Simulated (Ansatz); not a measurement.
**VH2: how the settings move a single-point run**

Question: which choices in the input matter for VH2?

Method: reference: DFT, PBEsol, all-electron LAPW, scalar-relativistic, in Ansatz 0.2.0.

### 1 The starting structure

The structure is trigonal, space group R3m (No. 160). Conventional cell: a = 2.966 Å, b = 2.966 Å, c = 7.266 Å, α = 90.00°, β = 90.00°, γ = 120.00°. V (site symmetry 3m) has 4 H at 1.36 to 1.75 Å in its first shell of neighbours. H (site symmetry 3m) has 1 V at 1.36 Å in its first shell of neighbours. H (site symmetry 3m) is surrounded by 3 V at 1.75 Å.

As a file:

```
V H
1.0
     0.00000    2.09758    2.09758
     2.09758    0.00000    2.09758
     2.09758    2.09758    0.00000
V H
1 2
Cartesian
  -0.1311 -0.1311 -0.1311
  3.2775 3.2775 3.2775
  1.0488 1.0488 1.0488
```

### 2 Baseline

The input, input.yaml:

```yaml
crystal:
  lattice:
    - [0.0, 2.0975786559, 2.0975786559]
    - [2.0975786559, 0.0, 2.0975786559]
    - [2.0975786559, 2.0975786559, 0.0]
  atoms:
    - { symbol: V, position: [-0.03125, -0.03125, -0.03125] }
    - { symbol: H, position: [0.78125, 0.78125, 0.78125] }
    - { symbol: H, position: [0.25, 0.25, 0.25] }
kpoints:
  mp_grid: { grid: [11, 11, 11] }
scf:
  occupations: { method: fermi_dirac, width: 0.05 }
hamiltonian:
  xc: pbesol
  pseudopotentials: { kind: all_electron, lapw: { basis_error: 0.001 } }
output:
  forces: true
  stress: true
  eigenvalues: true
  populations: true
```

The run is started by

```bash
$ ansatz run input.yaml --threads 1 --pin off --max-ram 3072MiB --backend cpu --events-out ev --progress --plain --runs-dir out
```

Excerpt of the output:

```text
[...]
Basis set: ecut = 546.2565094531353 eV, 531 PW (Γ), exchange–correlation at level 2
[...]
k-points: 146 of 1331 (time reversal used)
[...]
SCF iter   1: F=—  HF=-25836.643679 eV  |F-HF|=—  |Δ(HF+E_count)|=         —  Δρ=1.07e-1  dr2=1.71e0  ethr=7.42e-3  ⟨swp⟩=2.0  Hψ=15577  notcnv=0
preconditioner: auto → none  [metal: Δε(μ)=0.009 eV  Ē_g=8.838 eV  σ=0.050 eV  W_gap=0.05  n_scr=8 (ndim 8)  ℏωp=22.9 eV  f_vac=0.000  D(μ)=1.66/eV (n_scr^D=14)  sad-step TF]
SCF iter   2: F=—  HF=-25836.037853 eV  |F-HF|=—  |Δ(HF+E_count)|=   6.06e-1  Δρ=4.73e-2  dr2=3.25e-1  ethr=7.42e-3  ⟨swp⟩=2.2  Hψ=6774  notcnv=0
[...]
SCF iter   6: F=—  HF=-25835.893205 eV  |F-HF|=—  |Δ(HF+E_count)|=   1.90e-6  Δρ=5.55e-5  dr2=2.38e-7  ethr=8.09e-8  ⟨swp⟩=2.9  Hψ=6855  notcnv=0
SCF iter   7: F=-25835.893205 eV  HF=-25835.893205 eV  |F-HF|=1.58e-9  |Δ(HF+E_count)|=   6.82e-8  Δρ=5.09e-6  dr2=2.17e-9  ethr=1.03e-9  ⟨swp⟩=2.2  Hψ=6589  notcnv=0
[...]
SCF converged after 7 iterations
Free energy (F): -25835.893205 eV
[...]
E sigma→0 (E₀):  -25835.886517 eV
[...]
Fermi energy:    14.020369 eV
[...]
  P = ⅓ Tr σ = 14.0120 GPa (140.120 kbar)
[...]
```

It took 41 s on 1 thread of Arm Neoverse V1, shared host; peak memory 0.41 GiB.

### 3 Changing settings: preconditioner ldos

Changes to input.yaml since step 2:

```diff
@@ -13,2 +13,3 @@
   occupations: { method: fermi_dirac, width: 0.05 }
+  mixing: { preconditioner: ldos }
 hamiltonian:
```

The run is started by

```bash
$ ansatz run input.yaml --threads 1 --pin off --max-ram 3072MiB --backend cpu --events-out ev --progress --plain --runs-dir out
```

Output (excerpt; [...] marks lines left out):

```text
V: projections on atomic orbitals take those of the free atom 1s2 2s2 2p6 3s2 3p6 3d3 4s2, of charge +0.00 (hamiltonian.pseudopotentials.projection_atoms)
H: projections on atomic orbitals take those of the free atom 1s1, of charge +0.00 (hamiltonian.pseudopotentials.projection_atoms)
LAPW: plane waves up to 11.974 Å⁻¹, error target 1.0e-3 eV per atom; small_component_spin mean_spin; H in spheres of 0.440 Å, 1 of its electrons in bands, Dirac shells []; V in spheres of 0.922 Å, 21 of its electrons in bands, Dirac shells []
[...]
Pseudopotentials: kind: all_electron
Pseudopotential: V, LAPW, valence charge 21, Koelling and Harmon's equation, gaussian nucleus
Pseudopotential: H, LAPW, valence charge 1, Koelling and Harmon's equation, gaussian nucleus
Functional definition: PBEsol
[...]
Crystal: 3 atoms, lattice volume = 18.458 Å³
Basis set: ecut = 546.2565094531353 eV, 531 PW (Γ), exchange–correlation at level 2
Bands: 16, of which v1, the nominal top of the filled ones, is band 12 counted from 1 (11 counted from 0)
Symmetry: 6 space group operations
Space group: R3m (ITA 160), of the structure as read, at distance tolerance 2.6e-5 Å
k-points: 146 of 1331 (time reversal used)
[...]
SCF iter   1: F=—  HF=-25836.643679 eV  |F-HF|=—  |Δ(HF+E_count)|=         —  Δρ=1.07e-1  dr2=1.71e0  ethr=7.42e-3  ⟨swp⟩=2.0  Hψ=15577  notcnv=0
[...]
the basis was enlarged: its passes take 207.0 KiB over the memory plan, 1 of 1 planned eigensolver slots
[...]
SCF iter   7: F=-25835.893205 eV  HF=-25835.893205 eV  |F-HF|=3.91e-8  |Δ(HF+E_count)|=   1.41e-8  Δρ=1.74e-5  dr2=3.43e-8  ethr=3.95e-9  ⟨swp⟩=2.0  Hψ=6573  notcnv=0
[...]
SCF converged after 7 iterations
Free energy (F): -25835.893205 eV
[...]
E sigma→0 (E₀):  -25835.886517 eV
Entropy (-TS):   -0.013375 eV (-4.458 meV/atom)
Fermi energy:    14.020521 eV
[...]
--- Forces (eV/Å), atoms counted from 1 ---
  atom   1  V      4.46946327     4.46946327     4.46946327
  atom   2  H     -4.09277212    -4.09277212    -4.09277212
  atom   3  H     -0.37668895    -0.37668895    -0.37668895
[...]
--- Stress (GPa, compression-positive) ---
       14.011144      19.572416      19.572416
       19.572416      14.011144      19.572416
       19.572416      19.572416      14.011144
  P = ⅓ Tr σ = 14.0111 GPa (140.111 kbar)
--- Band table (eV; the first three rows and the last of 146) ---
  k-point 0: bands = ["-581.8281", "-482.6967", "-482.6967", "-482.6555", "-50.1340", "-24.0532", "-23.8872", "-23.8872", "2.6727", "10.9996", "13.1883", "13.1883", "14.8658", "14.8658", "18.2036", "29.9268"]
[...]
--- Löwdin populations: 3 sites ---
  site symbol       q [e]
     0      V     22.5602
     1      H      1.1500
     2      H      1.1909
  spilling = 0.003954 (of n_electrons = 25.000000)
```

It took 43 s on 1 thread of Arm Neoverse V1, shared host; peak memory 0.42 GiB.

Energy and cycle count are those of the reference, so the change (mixing) left the result and the number of cycles as they were.

### 4 Changing settings: occupations.method tetrahedron_uncorrected, mixing.algorithm broyden, mixing.beta 0.3, dispersion d3bj, width left out

Changes to input.yaml since step 2:

```diff
@@ -12,3 +12,4 @@
 scf:
-  occupations: { method: fermi_dirac, width: 0.05 }
+  occupations: { method: tetrahedron_uncorrected }
+  mixing: { algorithm: broyden, beta: 0.3 }
 hamiltonian:
@@ -16,2 +17,3 @@
   pseudopotentials: { kind: all_electron, lapw: { basis_error: 0.001 } }
+  dispersion: d3bj
 output:
```

The run is started by

```bash
$ ansatz run input.yaml --threads 1 --pin off --max-ram 3072MiB --backend cpu --events-out ev --progress --plain --runs-dir out
```

Output (excerpt; [...] marks lines left out):

```text
V: projections on atomic orbitals take those of the free atom 1s2 2s2 2p6 3s2 3p6 3d3 4s2, of charge +0.00 (hamiltonian.pseudopotentials.projection_atoms)
H: projections on atomic orbitals take those of the free atom 1s1, of charge +0.00 (hamiltonian.pseudopotentials.projection_atoms)
LAPW: plane waves up to 11.974 Å⁻¹, error target 1.0e-3 eV per atom; small_component_spin mean_spin; H in spheres of 0.440 Å, 1 of its electrons in bands, Dirac shells []; V in spheres of 0.922 Å, 21 of its electrons in bands, Dirac shells []
[...]
Pseudopotentials: kind: all_electron
Pseudopotential: V, LAPW, valence charge 21, Koelling and Harmon's equation, gaussian nucleus
Pseudopotential: H, LAPW, valence charge 1, Koelling and Harmon's equation, gaussian nucleus
Functional definition: PBEsol
[...]
Free energy (F): -25836.617299 eV
[...]
E sigma→0 (E₀):  -25836.617299 eV
Entropy (-TS):   -0.000136 eV (-0.045 meV/atom)
Fermi energy:    14.030063 eV
[...]
--- Forces (eV/Å), atoms counted from 1 ---
  atom   1  V      4.46795385     4.46795385     4.46795385
  atom   2  H     -4.08625189    -4.08625189    -4.08625189
  atom   3  H     -0.38174257    -0.38174257    -0.38174257
[...]
--- Stress (GPa, compression-positive) ---
        7.579116      19.485961      19.485961
       19.485961       7.579116      19.485961
       19.485961      19.485961       7.579116
  P = ⅓ Tr σ = 7.5791 GPa (75.791 kbar)
--- Band table (eV; the first three rows and the last of 146) ---
  k-point 0: bands = ["-581.8237", "-482.6933", "-482.6933", "-482.6492", "-50.1312", "-24.0466", "-23.8865", "-23.8865", "2.6732", "11.0024", "13.1892", "13.1892", "14.8677", "14.8677", "18.2048", "29.9264"]
[...]
--- Löwdin populations: 3 sites ---
  site symbol       q [e]
     0      V     22.5599
     1      H      1.1502
     2      H      1.1910
  spilling = 0.003958 (of n_electrons = 25.000000)
```

Wall time 45 s (1 thread of Arm Neoverse V1, shared host); peak memory 0.41 GiB.

The energy moves by -243.6 meV/atom, nearly all of it the dispersion term itself (-249.4 meV/atom); that offset belongs to the model and is no gain or loss of stability; the pressure goes from 14.0 to 7.6 GPa.

### 5 Variant: symmetry.detect false, dispersion d3bj

Changes to input.yaml since step 2:

```diff
@@ -9,2 +9,3 @@
     - { symbol: H, position: [0.25, 0.25, 0.25] }
+  symmetry: { detect: false }
 kpoints:
@@ -16,2 +17,3 @@
   pseudopotentials: { kind: all_electron, lapw: { basis_error: 0.001 } }
+  dispersion: d3bj
 output:
```

The run is started by

```bash
$ ansatz run input.yaml --threads 1 --pin off --max-ram 3072MiB --backend cpu --events-out ev --progress --plain --runs-dir out
```

Output (excerpt; [...] marks lines left out):

```text
V: projections on atomic orbitals take those of the free atom 1s2 2s2 2p6 3s2 3p6 3d3 4s2, of charge +0.00 (hamiltonian.pseudopotentials.projection_atoms)
H: projections on atomic orbitals take those of the free atom 1s1, of charge +0.00 (hamiltonian.pseudopotentials.projection_atoms)
LAPW: plane waves up to 11.974 Å⁻¹, error target 1.0e-3 eV per atom; small_component_spin mean_spin; H in spheres of 0.440 Å, 1 of its electrons in bands, Dirac shells []; V in spheres of 0.922 Å, 21 of its electrons in bands, Dirac shells []
[...]
Pseudopotentials: kind: all_electron
Pseudopotential: V, LAPW, valence charge 21, Koelling and Harmon's equation, gaussian nucleus
Pseudopotential: H, LAPW, valence charge 1, Koelling and Harmon's equation, gaussian nucleus
Functional definition: PBEsol
[...]
Crystal: 3 atoms, lattice volume = 18.458 Å³
[...]
Free energy (F): -25836.641391 eV
[...]
E sigma→0 (E₀):  -25836.634703 eV
Entropy (-TS):   -0.013376 eV (-4.459 meV/atom)
Fermi energy:    14.020369 eV
[...]
--- Forces (eV/Å), atoms counted from 1 ---
  atom   1  V      4.46955542     4.46955619     4.46955535
  atom   2  H     -4.09284911    -4.09284874    -4.09284774
  atom   3  H     -0.37670257    -0.37670277    -0.37670250
[...]
--- Stress (GPa, compression-positive) ---
        7.440537      19.572059      19.572056
       19.572059       7.440541      19.572056
       19.572056      19.572056       7.440525
  P = ⅓ Tr σ = 7.4405 GPa (74.405 kbar)
--- Band table (eV; the first three rows and the last of 666) ---
  k-point 0: bands = ["-581.8284", "-482.6970", "-482.6970", "-482.6558", "-50.1342", "-24.0535", "-23.8874", "-23.8874", "2.6727", "10.9995", "13.1882", "13.1882", "14.8656", "14.8656", "18.2035", "29.9268"]
[...]
--- Löwdin populations: 3 sites ---
  site symbol       q [e]
     0      V     22.5602
     1      H      1.1500
     2      H      1.1909
  spilling = 0.003954 (of n_electrons = 25.000000)
```

Wall time 3.1 min (1 thread of Arm Neoverse V1, shared host); peak memory 1.2 GiB.

The energy moves by -249.4 meV/atom, nearly all of it the dispersion term itself (-249.4 meV/atom); that offset belongs to the model and is no gain or loss of stability; the pressure goes from 14.0 to 7.4 GPa.

### 6 Comparison

```tsv
run	ending	energy change	pressure (GPa)	gap (eV)	force (eV/Å)	cycles	time
reference	converged	0	14.0	0.00	7.74	7	41 s
1: preconditioner ldos	converged	0.0 meV/atom	14.0	0.00	7.74	7	43 s
2: occupations.method tetrahedron_uncorrected, mixing.algorithm broyden, mixing.beta 0.3, dispersion d3bj, width left out	converged	-243.6 meV/atom (σ→0) (dispersion and other settings together)	7.6	0.00	7.74	9	45 s
3: symmetry.detect false, dispersion d3bj	converged	-249.4 meV/atom (offset of the dispersion model)	7.4	0.00	7.74	7	3.1 min
```

Residual by cycle in the longest SCF loop of each run; runs are numbered as in the table. The quantity is the density residual dr2, in eV.

```tsv
cycle	reference	run 1	run 2	run 3
1	1.71	1.71	1.71	1.71
2	0.325	0.0345	0.707	0.325
3	0.0373	0.00466	0.111	0.0373
4	5.0e-4	7.1e-4	0.00224	5.0e-4
5	1.9e-5	3.6e-5	4.8e-4	1.9e-5
6	2.4e-7	9.1e-7	1.8e-5	2.4e-7
7	2.2e-9	3.4e-8	4.0e-6	2.2e-9
8	-	-	6.3e-7	-
9	-	-	6.6e-9	-
```

«preconditioner ldos» leaves the energy as it was. The pressure spans 7.4 to 14.0 GPa over the reference and the converged variants. Of the variants the dearest is «symmetry.detect false, dispersion d3bj» (3.1 min), the cheapest «preconditioner ldos» (43 s), on a shared host. The structure is not at rest: the sound run finds 14 GPa, so these are no properties of the relaxed crystal. The reference has no spin polarisation; with V present, a magnetic state may lie lower.
